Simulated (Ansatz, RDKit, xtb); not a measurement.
# Si3H8O2: which of the isomers drawn lies lowest?, part 2 of 2

A sample of isomers of Si3H8O2 is drawn. Aim: find which of them has the lowest free energy at 298.15 K, then its properties. The sample is small against all isomers, and the most stable one of this formula need not be in it.

xtb, Ansatz and PySCF; isolated molecules.

### Step 6. The relaxed candidates

```tsv
label	spin	r2SCAN-D4/def2-SVP (kcal/mol)	PBE0-D3(BJ)/def2-SVP, relaxed (kcal/mol)	time
c287a	singlet	0.0	0.0	74 s
c892c	singlet	6.9	2.6	65 s
c433a	singlet	3.6	3.9	33 s
c748c	singlet	13.5	10.6	82 s
```

c287a: Bond lengths: O1–Si3 1.665 Å, O2–Si3 1.669 Å, Si3–Si4 2.344 Å, Si4–Si5 2.344 Å, O1–H6 0.962 Å, Si3–H7 1.491 Å, O2–H8 0.963 Å, Si4–H9 1.500 Å, Si4–H10 1.498 Å, Si5–H11 1.496 Å, Si5–H12 1.495 Å, Si5–H13 1.493 Å. Some angles: O1–Si3–O2 112.9°, O1–Si3–Si4 114.0°, O2–Si3–Si4 102.0°, Si3–Si4–Si5 107.1°, O1–Si3–H7 103.7°, O2–Si3–H7 110.8°, Si4–Si3–H7 113.9°, Si3–O1–H6 116.1°, Si3–O2–H8 117.0°, Si3–Si4–H9 110.0°.

c892c: Bond lengths: O1–Si3 1.697 Å, Si3–Si4 2.345 Å, O2–Si5 1.661 Å, Si4–Si5 2.357 Å, O1–H6 0.963 Å, Si3–H7 1.498 Å, Si3–H8 1.497 Å, Si4–H9 1.497 Å, Si4–H10 1.497 Å, Si5–H11 1.491 Å, Si5–H12 1.500 Å, O2–H13 0.975 Å. Some angles: O1–Si3–Si4 102.9°, Si3–Si4–Si5 103.0°, O2–Si5–Si4 106.9°, O1–Si3–H7 109.6°, O1–Si3–H8 109.8°, Si4–Si3–H7 111.9°, Si4–Si3–H8 115.0°, Si3–O1–H6 117.4°, Si3–Si4–H9 109.4°, Si3–Si4–H10 108.9°.

c433a: Bond lengths: O1–Si3 1.673 Å, O2–Si3 1.673 Å, Si3–Si4 2.346 Å, Si3–Si5 2.346 Å, O1–H6 0.963 Å, O2–H7 0.963 Å, Si4–H8 1.495 Å, Si4–H9 1.497 Å, Si4–H10 1.498 Å, Si5–H11 1.497 Å, Si5–H12 1.498 Å, Si5–H13 1.495 Å. Some angles: O1–Si3–O2 112.1°, O1–Si3–Si4 111.3°, O1–Si3–Si5 104.1°, O2–Si3–Si4 104.0°, O2–Si3–Si5 111.3°, Si4–Si3–Si5 114.2°, Si3–O1–H6 116.2°, Si3–O2–H7 116.2°, Si3–Si4–H8 111.0°, Si3–Si4–H9 109.6°.

c748c: Bond lengths: O1–Si3 1.677 Å, O2–Si4 1.680 Å, Si3–Si4 2.340 Å, Si4–Si5 2.352 Å, O1–H6 0.962 Å, Si3–H7 1.499 Å, Si3–H8 1.499 Å, Si4–H9 1.503 Å, O2–H10 0.962 Å, Si5–H11 1.500 Å, Si5–H12 1.494 Å, Si5–H13 1.495 Å. Some angles: O1–Si3–Si4 101.7°, O2–Si4–Si3 107.3°, O2–Si4–Si5 112.7°, Si3–Si4–Si5 106.2°, O1–Si3–H7 111.4°, O1–Si3–H8 111.7°, Si4–Si3–H7 114.4°, Si4–Si3–H8 110.4°, Si3–O1–H6 117.4°, O2–Si4–H9 111.2°.

### Step 7. Harmonic analysis of the finalists

The lowest few in one piece go on as finalists. In this search the thermal terms come from GFN2-xTB at its own nearest minimum. The first, c287a:

File start.xyz:

```xyz
13
c287a
O     -1.941411     1.484194     1.778338
O     -1.540957     0.481812    -0.782629
Si    -0.979384     1.495042     0.419353
Si     1.185328     0.670616     0.777852
Si     1.938278    -0.198197    -1.264363
H     -1.918461     0.681077     2.307572
H     -1.016681     2.916477    -0.027610
H     -2.378566     0.716042    -1.195696
H      1.156416    -0.416120     1.811618
H      2.091741     1.754589     1.273925
H      3.379267    -0.595437    -1.196689
H      1.782869     0.837477    -2.331615
H      1.122520    -1.396143    -1.623856
```

Command:

```console
xtb start.xyz --gfn 2 --ohess tight
```

Output, shortened:

```text
* xtb version 6.7.1
[...]
          :  # basis functions                  46          :
[...]
          :  # electrons                        32          :
[...]
          :  Hamiltonian                  GFN2-xTB          :
[...]
          :  net charge                          0          :
          :  unpaired electrons                  0          :
[...]
   *** convergence criteria satisfied after 14 iterations ***
[...]
   *** GEOMETRY OPTIMIZATION CONVERGED AFTER 22 ITERATIONS ***
[...]
   *** convergence criteria satisfied after 3 iterations ***
[...]
         ::                     SUMMARY                     ::
         :::::::::::::::::::::::::::::::::::::::::::::::::::::
         :: total energy             -17.473742203101 Eh    ::
         :: gradient norm              0.000212441438 Eh/a0 ::
         :: HOMO-LUMO gap              3.962254392654 eV    ::
         ::.................................................::
         :: SCC energy               -17.601909512391 Eh    ::
         :: -> isotropic ES            0.076638370488 Eh    ::
         :: -> anisotropic ES          0.001798277329 Eh    ::
         :: -> anisotropic XC          0.003210391151 Eh    ::
         :: -> dispersion             -0.009271066865 Eh    ::
         :: repulsion energy           0.128167309290 Eh    ::
         :: add. restraining           0.000000000000 Eh    ::
         :: total charge               0.000000000000 e     ::
         :::::::::::::::::::::::::::::::::::::::::::::::::::::
[...]
        16        2.0000           -0.3497392              -9.5169 (HOMO)
        17                         -0.2041290              -5.5546 (LUMO)
[...]
molecular dipole:
                 x           y           z       tot (Debye)
 q only:       -0.092      -0.165       0.151
   full:       -0.593      -0.249       0.131       1.669
molecular quadrupole (traceless):
[...]
          | TOTAL ENERGY              -17.473742203112 Eh   |
          | TOTAL ENTHALPY            -17.386873376043 Eh   |
          | TOTAL FREE ENERGY         -17.434043114519 Eh   |
          | GRADIENT NORM               0.000212470071 Eh/α |
[...]
```

Run time: 0.68 s. Hardware: 2 threads of Intel Xeon Platinum 8259CL at 2.50GHz (Skylake/Cascade Lake), shared host; peak memory 0.11 GiB.

### Step 8. Thermal terms of the finalists

As xtb prints them, at 298.15 K, with its own treatment of low modes:

```tsv
label	SMILES	spin	lowest mode (cm⁻¹)	zero-point (kcal/mol)	G − E (kcal/mol)
c287a	O[SiH](O)[SiH2][SiH3]	singlet	10	47.3	24.9
c892c	O[SiH2][SiH2][SiH2]O	singlet	32	47.8	26.3
c433a	O[Si](O)([SiH3])[SiH3]	singlet	26	46.8	24.7
c748c	O[SiH2][Si@@H](O)[SiH3]	singlet	31	47.2	25.1
```

### Step 9. Last filter: a higher level

Each finalist gets a single point at CCSD(T)/def2-SVP + MP2/def2-TZVPP - MP2/def2-SVP.

c287a, CCSD(T)/def2-SVP:

File input.yaml:

```yaml
crystal:
  periodic: [false, false, false]
  atoms:
    - {symbol: O, position_ang: [-1.941411, 1.484194, 1.778338]}
    - {symbol: O, position_ang: [-1.540957, 0.481812, -0.782629]}
    - {symbol: Si, position_ang: [-0.979384, 1.495042, 0.419353]}
    - {symbol: Si, position_ang: [1.185328, 0.670616, 0.777852]}
    - {symbol: Si, position_ang: [1.938278, -0.198197, -1.264363]}
    - {symbol: H, position_ang: [-1.918461, 0.681077, 2.307572]}
    - {symbol: H, position_ang: [-1.016681, 2.916477, -0.027610]}
    - {symbol: H, position_ang: [-2.378566, 0.716042, -1.195696]}
    - {symbol: H, position_ang: [1.156416, -0.416120, 1.811618]}
    - {symbol: H, position_ang: [2.091741, 1.754589, 1.273925]}
    - {symbol: H, position_ang: [3.379267, -0.595437, -1.196689]}
    - {symbol: H, position_ang: [1.782869, 0.837477, -2.331615]}
    - {symbol: H, position_ang: [1.122520, -1.396143, -1.623856]}
basis:
  gaussian:
    orbitals: def2-SVP
correlation:
  method: ccsd_t
  frozen_orbitals: {H: 0, O: 1, Si: 5}
```

Command:

```console
ansatz run input.yaml --threads 2 --pin off --max-ram 5220MiB --events-out events.jsonl --progress --plain --runs-dir runs
```

Output, shortened:

```text
Warning: RAYON_NUM_THREADS=2 ignored (pool sized by the plan → 2); use --threads N
Functional definition: HF
  name "HF"
[...]
1173 factors; integrals over basis functions are off by at most 1.2e-3 eV
[...]
mean field -27779.22117170 eV, -1020.8675486278 hartree, gradient 1.1e-6 eV, S^2 0.000000; 0 other end points of the search recorded, 0 dependent functions left out
17 core orbitals not correlated: weight in the atoms' cores, before any rotation towards them, 1.000 or more for the frozen orbitals, at most 0.000 for the correlated occupied ones
reference -27779.22117170 eV, -1020.8675486278 hartree; 16, 16 occupied and 89, 89 virtual orbitals, 1173 factors
second order -18.33218130 eV of doubles, -0.00000000 eV of singles
cycle   1  -19.40430100 eV  change    -1.1e0 eV  update   1.1e-1
[...]
cycle   9  -20.10256339 eV  change   -2.3e-5 eV  update   2.1e-5
perturbative correction -0.47678925 eV, -0.0175216819 hartree
Total energy: -27799.80052435 eV, -1021.6238258884 hartree
```

Run time: 13 s. Hardware: 2 threads of Intel Xeon Platinum 8259CL at 2.50GHz (Skylake/Cascade Lake), shared host; peak memory 0.63 GiB.

### Step 10. c287a at MP2/def2-TZVPP

input.yaml, as its differences from that of step 9:

```diff
@@ -18,5 +18,5 @@
   gaussian:
-    orbitals: def2-SVP
+    orbitals: def2-TZVPP
 correlation:
-  method: ccsd_t
+  method: mp2
   frozen_orbitals: {H: 0, O: 1, Si: 5}
```

Command:

```console
ansatz run input.yaml --threads 2 --pin off --max-ram 5220MiB --events-out events.jsonl --progress --plain --runs-dir runs
```

Output:

```text
Warning: RAYON_NUM_THREADS=2 ignored (pool sized by the plan → 2); use --threads N
[... 2 set-up lines as earlier in the session ...]
  exchange = exact_x
  correlation = 0
1743 factors; integrals over basis functions are off by at most 8.2e-4 eV
mean field evaluation 1: about -27787.6948 eV, gradient 4.9e1 eV
mean field evaluation 2: about -27788.0084 eV, gradient 4.9e1 eV
mean field evaluation 4: about -27793.0841 eV, gradient 4.0e0 eV
mean field evaluation 8: about -27793.1824 eV, gradient 1.6e-1 eV
mean field evaluation 16: about -27793.1827 eV, gradient 2.2e-6 eV
mean field -27793.18265635 eV, -1021.3806237250 hartree, gradient 2.2e-6 eV, S^2 0.000000; 0 other end points of the search recorded, 0 dependent functions left out
17 core orbitals not correlated: weight in the atoms' cores, before any rotation towards them, 1.000 or more for the frozen orbitals, at most 0.000 for the correlated occupied ones
reference -27793.18265635 eV, -1021.3806237250 hartree; 16, 16 occupied and 267, 267 virtual orbitals, 1743 factors
second order -23.34694947 eV of doubles, -0.00000000 eV of singles
Total energy: -27816.52960582 eV, -1022.2386082927 hartree
```

It took 12 s on 2 threads of Intel Xeon Platinum 8259CL at 2.50GHz (Skylake/Cascade Lake), shared host; peak memory 0.84 GiB.

### Step 11. c892c at CCSD(T)/def2-SVP

File input.yaml:

```yaml
crystal:
  periodic: [false, false, false]
  atoms:
    - {symbol: O, position_ang: [-1.790769, -0.022710, -1.139078]}
    - {symbol: O, position_ang: [0.742624, -0.349790, -0.043548]}
    - {symbol: Si, position_ang: [-2.511343, 1.413487, -0.592286]}
    - {symbol: Si, position_ang: [-1.027029, 2.144003, 1.070358]}
    - {symbol: Si, position_ang: [1.032519, 1.230095, 0.378741]}
    - {symbol: H, position_ang: [-2.226387, -0.490851, -1.858915]}
    - {symbol: H, position_ang: [-2.608213, 2.390188, -1.724048]}
    - {symbol: H, position_ang: [-3.904325, 1.135379, -0.119835]}
    - {symbol: H, position_ang: [-1.052482, 3.639437, 1.138978]}
    - {symbol: H, position_ang: [-1.464756, 1.589319, 2.390126]}
    - {symbol: H, position_ang: [2.055558, 1.245924, 1.463095]}
    - {symbol: H, position_ang: [1.541010, 2.067918, -0.756700]}
    - {symbol: H, position_ang: [-0.109801, -0.465392, -0.501486]}
basis:
  gaussian: {orbitals: def2-SVP}
correlation: {method: ccsd_t, frozen_orbitals: {H: 0, O: 1, Si: 5}}
```

Command:

```console
ansatz run input.yaml --threads 2 --pin off --max-ram 5220MiB --events-out events.jsonl --progress --plain --runs-dir runs
```

Output, shortened:

```text
Warning: RAYON_NUM_THREADS=2 ignored (pool sized by the plan → 2); use --threads N
[... 2 set-up lines as earlier in the session ...]
[...]
1173 factors; integrals over basis functions are off by at most 1.2e-3 eV
[...]
mean field -27779.03507979 eV, -1020.8607098762 hartree, gradient 1.5e-6 eV, S^2 0.000000; 0 other end points of the search recorded, 0 dependent functions left out
17 core orbitals not correlated: weight in the atoms' cores, before any rotation towards them, 1.000 or more for the frozen orbitals, at most 0.000 for the correlated occupied ones
reference -27779.03507979 eV, -1020.8607098762 hartree; 16, 16 occupied and 89, 89 virtual orbitals, 1173 factors
second order -18.37766647 eV of doubles, -0.00000000 eV of singles
cycle   1  -19.43206401 eV  change    -1.1e0 eV  update   1.1e-1
[...]
cycle   9  -20.13493197 eV  change   -2.4e-5 eV  update   2.0e-5
perturbative correction -0.48612450 eV, -0.0178647457 hartree
Total energy: -27799.65613626 eV, -1021.6185197237 hartree
```

Wall time 12 s (2 threads of Intel Xeon Platinum 8259CL at 2.50GHz (Skylake/Cascade Lake), shared host); peak memory 0.63 GiB.

### Step 12. Free energies and the winner

Energies in kcal/mol from c287a; G adds the thermal terms to the CCSD(T)/def2-SVP + MP2/def2-TZVPP - MP2/def2-SVP energy. The columns left of the relaxed level are at the tight-binding geometries.

```tsv
label	SMILES	spin	GFN2-xTB	HF/STO-3G	r2SCAN-D4/def2-SVP	PBE0-D3(BJ)/def2-SVP	HF/def2-SVP	MP2/def2-SVP	CCSD(T)/def2-SVP + MP2/def2-TZVPP - MP2/def2-SVP	G	share at equilibrium	T1
c287a	O[SiH](O)[SiH2][SiH3]	singlet	0.0	0.0	0.0	0.0	0.0	0.0	0.0	0.0	99.7 %	0.013
c433a	O[Si](O)([SiH3])[SiH3]	singlet	0.2	2.6	3.6	3.9	4.4	4.8	3.7	3.5	0.3 %	0.013
c892c	O[SiH2][SiH2][SiH2]O	singlet	-2.8	7.0	6.9	2.6	4.3	3.2	4.7	6.1	< 0.1 %	0.013
c748c	O[SiH2][Si@@H](O)[SiH3]	singlet	-3.2	10.7	13.5	10.6	9.6	11.2	10.2	10.3	< 0.1 %	0.012
```

Lowest found: c287a, `O[SiH](O)[SiH2][SiH3]`, a singlet. Bond lengths: O1–Si3 1.665 Å, O2–Si3 1.669 Å, Si3–Si4 2.344 Å, Si4–Si5 2.344 Å, O1–H6 0.962 Å, Si3–H7 1.491 Å, O2–H8 0.963 Å, Si4–H9 1.500 Å, Si4–H10 1.498 Å, Si5–H11 1.496 Å, Si5–H12 1.495 Å, Si5–H13 1.493 Å. Some angles: O1–Si3–O2 112.9°, O1–Si3–Si4 114.0°, O2–Si3–Si4 102.0°, Si3–Si4–Si5 107.1°, O1–Si3–H7 103.7°, O2–Si3–H7 110.8°, Si4–Si3–H7 113.9°, Si3–O1–H6 116.1°, Si3–O2–H8 117.0°, Si3–Si4–H9 110.0°.

```xyz
13

O    -1.9414    1.4842    1.7783
O    -1.5410    0.4818   -0.7826
Si   -0.9794    1.4950    0.4194
Si    1.1853    0.6706    0.7779
Si    1.9383   -0.1982   -1.2644
H    -1.9185    0.6811    2.3076
H    -1.0167    2.9165   -0.0276
H    -2.3786    0.7160   -1.1957
H     1.1564   -0.4161    1.8116
H     2.0917    1.7546    1.2739
H     3.3793   -0.5954   -1.1967
H     1.7829    0.8375   -2.3316
H     1.1225   -1.3961   -1.6239
```

### Step 13. Summary of results

The summary covers parts 1 to 2.

| quantity | value |
| --- | --- |
| lowest structure found | O[SiH](O)[SiH2][SiH3], singlet |
| next finalist | O[Si](O)([SiH3])[SiH3], singlet, 3.5 kcal/mol higher in G |
| share at equilibrium, among the finalists | 99.7 % |
| funnel | 11 starts, 11 minima at GFN2-xTB, 9 screening runs, 4 relaxed, 4 ranked |
| CPU time of all runs | 12 min |

In words: The search ends on `O[SiH](O)[SiH2][SiH3]`. Among the finalists first place is clear (3.5 kcal/mol); structures outside the list aren't covered. HF/STO-3G, r2SCAN-D4/def2-SVP, PBE0-D3(BJ)/def2-SVP, HF/def2-SVP and MP2/def2-SVP already put its bonding pattern lowest among the structures in one piece; GFN2-xTB favours the singlet O[SiH2][Si@@H](O)[SiH3]. The largest share of the time went into the relaxations (65 %). 4 minima inside the window were never screened. The search is not exhaustive (a finite list of starts, one conformer a finalist), so a lower isomer can't be ruled out. Only 4 drawn patterns were tried, so whole families of isomers are missing, and the result ranks this sample alone.
